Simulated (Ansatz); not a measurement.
**A workflow on AsH3 (arsine)**

Aim: a series of 10 runs (PBE-D4/ANO-RCC-MB, UPBE-D4/ANO-RCC-MB, PBE-D4/ANO-RCC-VDZ, UPBE-D4/ANO-RCC-VDZ, PBE-D4/ANO-RCC-VDZP, UPBE-D4/ANO-RCC-VDZP, PBE-D4/ANO-RCC-VTZP, UPBE-D4/ANO-RCC-VTZP, and more) of AsH3. 

The results are computed with Ansatz 0.2.0.

**1. The structure to begin with**

AsH3: 4 atoms, total charge 0, spin state singlet. SMILES: `[AsH3]`. The shape is that of a PBE0-D4/def2-TZVP optimisation.

Bond lengths: As1–H2 1.522 Å, As1–H3 1.522 Å, As1–H4 1.522 Å. Angles: H2–As1–H3 92.0°, H2–As1–H4 92.0°, H3–As1–H4 92.0°.

**2. Energy and forces at PBE-D4/ANO-RCC-MB (sfX2C) (run 1)**

in.yaml reads:

```yaml
basis:
  gaussian: {orbitals: ANO-RCC-MB.json}
crystal:
  periodic: [false, false, false]
  atoms:
    - symbol: As
      position_ang: [-0.215800, 0.487600, -0.346000]
    - symbol: H
      position_ang: [0.349900, 0.630300, 1.059400]
    - symbol: H
      position_ang: [-1.068000, -0.705500, 0.061100]
    - symbol: H
      position_ang: [0.933900, -0.412500, -0.774500]
hamiltonian: {xc: {name: PBE}, dispersion: d4}
output: {forces: true, orbitals: {seedname: orbitals}}
```

The basis set ANO-RCC-MB is read from a file made from the Basis Set Exchange's data (not shown).

Command:

```sh
$ ansatz run in.yaml --threads 1 --pin off --max-ram 2610MiB --events-out events.jsonl --progress --plain --runs-dir runs
```

The log of the run:

```text
Warning: RAYON_NUM_THREADS=1 ignored (pool sized by the plan → 1); use --threads N
Functional definition: PBE
  name "PBE"
  parameter kappa = 0.804
  parameter beta = 0.06672455060314922
  exchange = pbe_x(kappa = kappa, mu = beta*pi^2/3)
  correlation = pbe_c(beta = beta)
258 factors; integrals over basis functions are off by at most 1.6e-5 eV
mean field evaluation 1: about -61556.9004 eV, gradient 3.0e0 eV
mean field evaluation 2: about -61556.9370 eV, gradient 1.8e0 eV
mean field evaluation 4: about -61556.9546 eV, gradient 2.4e-3 eV
mean field evaluation 8: about -61556.9416 eV, gradient 5.8e-5 eV
mean field -61556.94158552 eV, -2262.1758784742 hartree, gradient 5.8e-5 eV, S^2 0.000000; 0 other end points of the search recorded, 0 dependent functions left out
the calculation of the forces begins
reference -61556.94164116 eV, -2262.1758805191 hartree; 18, 18 occupied and 3, 3 virtual orbitals, 258 factors
Total energy: -61556.97486251 eV, -2262.1771013810 hartree
Relativity: scalar
Atom 0 at    -0.215800     0.487600    -0.346000 Å, force    -1.312807     2.968168    -2.106258 eV/Å
Atom 1 at     0.349900     0.630300     1.059400 Å, force     0.834510     0.141991     2.049015 eV/Å
Atom 2 at    -1.068000    -0.705500     0.061100 Å, force    -1.188953    -1.764504     0.624688 eV/Å
Atom 3 at     0.933900    -0.412500    -0.774500 Å, force     1.667251    -1.345655    -0.567444 eV/Å
Dipole moment:     0.055406    -0.125194     0.088831 e Å
```

It took 2.1 s on 1 thread of Arm Neoverse V1, shared host.

**3. The triplet: energy and gradient at UPBE-D4/ANO-RCC-MB (sfX2C) (run 2)**

job.yaml reads:

```yaml
crystal:
  periodic: [false, false, false]
  atoms:
    - {symbol: As, position_ang: [-0.215800, 0.487600, -0.346000]}
    - {symbol: H, position_ang: [0.349900, 0.630300, 1.059400]}
    - {symbol: H, position_ang: [-1.068000, -0.705500, 0.061100]}
    - {symbol: H, position_ang: [0.933900, -0.412500, -0.774500]}
basis:
  gaussian:
    orbitals: ANO-RCC-MB.json
magnetization:
  spin_polarized: true
  initial_magnetization: 2
hamiltonian:
  xc: {name: PBE}
  dispersion: d4
output:
  forces: true
```

The basis set ANO-RCC-MB is read from a file made from the Basis Set Exchange's data (not shown).

Command:

```sh
$ ansatz run job.yaml --threads 1 --pin off --max-ram 2610MiB --events-out events.jsonl --progress --plain --runs-dir runs
```

The log of the run (excerpt; [...] marks lines left out):

```text
Warning: RAYON_NUM_THREADS=1 ignored (pool sized by the plan → 1); use --threads N
Functional definition: PBE
  name "PBE"
[...]
258 factors; integrals over basis functions are off by at most 1.6e-5 eV
[...]
mean field -61548.80858358 eV, -2261.8769961657 hartree, gradient 4.3e-7 eV, S^2 2.002247; 5 other end points of the search recorded, 0 dependent functions left out
[...]
reference -61548.80864197 eV, -2261.8769983115 hartree; 19, 17 occupied and 2, 4 virtual orbitals, 258 factors
Total energy: -61548.84186331 eV, -2261.8782191734 hartree
Relativity: scalar
Atom 0 at    -0.215800     0.487600    -0.346000 Å, force    -3.886734     2.853068    -8.304543 eV/Å
Atom 1 at     0.349900     0.630300     1.059400 Å, force     2.973403    -0.253789     7.031853 eV/Å
Atom 2 at    -1.068000    -0.705500     0.061100 Å, force    -2.564055    -1.741067     1.896297 eV/Å
Atom 3 at     0.933900    -0.412500    -0.774500 Å, force     3.477386    -0.858212    -0.623607 eV/Å
Dipole moment:    -0.024431    -0.009426    -0.061724 e Å
```

Run time: 5.4 s. Hardware: 1 thread of Arm Neoverse V1, shared host.

Runs 3 to 9 aren't shown in full; the table further down has their settings and results.

**4. The triplet: energy and gradient at UPBE-D4/ANO-RCC-VQZP (sfX2C) (run 10)**

in.yaml reads:

```yaml
crystal:
  periodic: [false, false, false]
  atoms:
    - symbol: As
      position_ang: [-0.215800, 0.487600, -0.346000]
    - symbol: H
      position_ang: [0.349900, 0.630300, 1.059400]
    - symbol: H
      position_ang: [-1.068000, -0.705500, 0.061100]
    - symbol: H
      position_ang: [0.933900, -0.412500, -0.774500]
basis:
  gaussian:
    orbitals: ANO-RCC-VQZP.json
magnetization:
  spin_polarized: true
  initial_magnetization: 2
hamiltonian:
  xc: pbe
  dispersion: d4
output: {forces: true}
```

The basis set ANO-RCC-VQZP is read from a file made from the Basis Set Exchange's data (not shown).

Command:

```sh
$ ansatz run in.yaml --threads 1 --pin off --max-ram 2610MiB --events-out events.jsonl --progress --plain --runs-dir runs
```

The log of the run (excerpt; [...] marks lines left out):

```text
Warning: RAYON_NUM_THREADS=1 ignored (pool sized by the plan → 1); use --threads N
Functional definition: PBE
  name "PBE"
[...]
825 factors; their error is unknown
[...]
mean field -61553.50612090 eV, -2262.0496274781 hartree, gradient 1.5e-6 eV, S^2 2.004291; 14 other end points of the search recorded, 0 dependent functions left out
[...]
reference -61553.50618478 eV, -2262.0496298257 hartree; 19, 17 occupied and 139, 141 virtual orbitals, 825 factors
Total energy: -61553.53940613 eV, -2262.0508506876 hartree
Relativity: scalar
Atom 0 at    -0.215800     0.487600    -0.346000 Å, force    -2.524775    -0.133268     0.618887 eV/Å
Atom 1 at     0.349900     0.630300     1.059400 Å, force     0.870126     0.741832     0.903933 eV/Å
Atom 2 at    -1.068000    -0.705500     0.061100 Å, force    -0.703084     0.439167    -0.582342 eV/Å
Atom 3 at     0.933900    -0.412500    -0.774500 Å, force     2.357733    -1.047730    -0.940477 eV/Å
Dipole moment:     0.015943    -0.018790    -0.005736 e Å
```

Wall time 3.6 min (1 thread of Arm Neoverse V1, shared host); peak memory 0.38 GiB.

**5. Overview of the runs**

```
run                         level  partner   energy (Eh)  dipole moment (D)  dispersion energy (kJ/mol)  largest force (eV/Å)  wall time
  1     PBE-D4/ANO-RCC-MB (sfX2C)     base  -2262.177101               0.78                       -3.21                 3.869      2.1 s
  2    UPBE-D4/ANO-RCC-MB (sfX2C)  triplet  -2261.878219               0.32                       -3.21                 9.603      5.4 s
  3    PBE-D4/ANO-RCC-VDZ (sfX2C)     base  -2262.223484               0.72                       -3.21                 1.381      2.7 s
  4   UPBE-D4/ANO-RCC-VDZ (sfX2C)  triplet  -2261.999754               0.17                       -3.21                 5.154       15 s
  5   PBE-D4/ANO-RCC-VDZP (sfX2C)     base  -2262.257238               0.26                       -3.21                 0.835      3.9 s
  6  UPBE-D4/ANO-RCC-VDZP (sfX2C)  triplet  -2262.036269               0.25                       -3.21                 3.627       44 s
  7   PBE-D4/ANO-RCC-VTZP (sfX2C)     base  -2262.264864               0.16                       -3.21                 0.428      2.4 s
  8  UPBE-D4/ANO-RCC-VTZP (sfX2C)  triplet  -2262.048584               0.13                       -3.21                 3.629       35 s
  9   PBE-D4/ANO-RCC-VQZP (sfX2C)     base  -2262.266709               0.17                       -3.21                 0.392      4.2 s
 10  UPBE-D4/ANO-RCC-VQZP (sfX2C)  triplet  -2262.050851               0.12                       -3.21                 2.746    3.6 min
```

Convergence of the total energy of singlet AsH3 with the basis set, against the last point:

```
   basis set  from the last (mEh)  wall time
  ANO-RCC-MB              +89.608      2.1 s
 ANO-RCC-VDZ              +43.225      2.7 s
ANO-RCC-VDZP               +9.471      3.9 s
ANO-RCC-VTZP               +1.845      2.4 s
ANO-RCC-VQZP               +0.000      4.2 s
```

Convergence of the dipole moment of singlet AsH3 with the basis set, against the last point:

```
   basis set  from the last (D)  wall time
  ANO-RCC-MB            +0.6168      2.1 s
 ANO-RCC-VDZ            +0.5495      2.7 s
ANO-RCC-VDZP            +0.0886      3.9 s
ANO-RCC-VTZP            -0.0024      2.4 s
ANO-RCC-VQZP            +0.0000      4.2 s
```

**6. Summary of results**

| quantity | value |
| --- | --- |
| triplet, run 10: total energy | -2262.05085 Eh |
| triplet, run 10: dipole moment | 0.12 D |
| triplet, run 10: dispersion energy | -3.21 kJ/mol |
| triplet, run 10: ⟨S²⟩ | 2.004 |
| triplet, run 10: largest force on an atom | 2.746 eV/Å |
| vertical energy of the triplet above the singlet, PBE-D4/ANO-RCC-MB | 8.133 eV |
| vertical energy of the triplet above the singlet, PBE-D4/ANO-RCC-VDZ | 6.088 eV |
| vertical energy of the triplet above the singlet, PBE-D4/ANO-RCC-VDZP | 6.013 eV |
| vertical energy of the triplet above the singlet, PBE-D4/ANO-RCC-VTZP | 5.885 eV |
| vertical energy of the triplet above the singlet, PBE-D4/ANO-RCC-VQZP | 5.874 eV |

For the total energy of singlet AsH3 to stay within 10 mEh of the last point, ANO-RCC-VDZP is the first point of the series from which all later ones do (3.9 s against 4.2 s). For the total energy of singlet AsH3 to stay within 2 mEh of the last point, ANO-RCC-VTZP is the first point of the series from which all later ones do (2.4 s against 4.2 s). For the dipole moment of singlet AsH3 to stay within 0.01 D of the last point, ANO-RCC-VTZP is the first point of the series from which all later ones do (2.4 s against 4.2 s). Over runs 2, 4, 6, 8, 10 the dipole moment (its size) runs from 0.12 D (UPBE-D4/ANO-RCC-VQZP) to 0.32 D (UPBE-D4/ANO-RCC-MB). In runs 1, 2 the basis is minimal, so the values are rough. All runs together took 5.5 min, the longest 3.6 min.
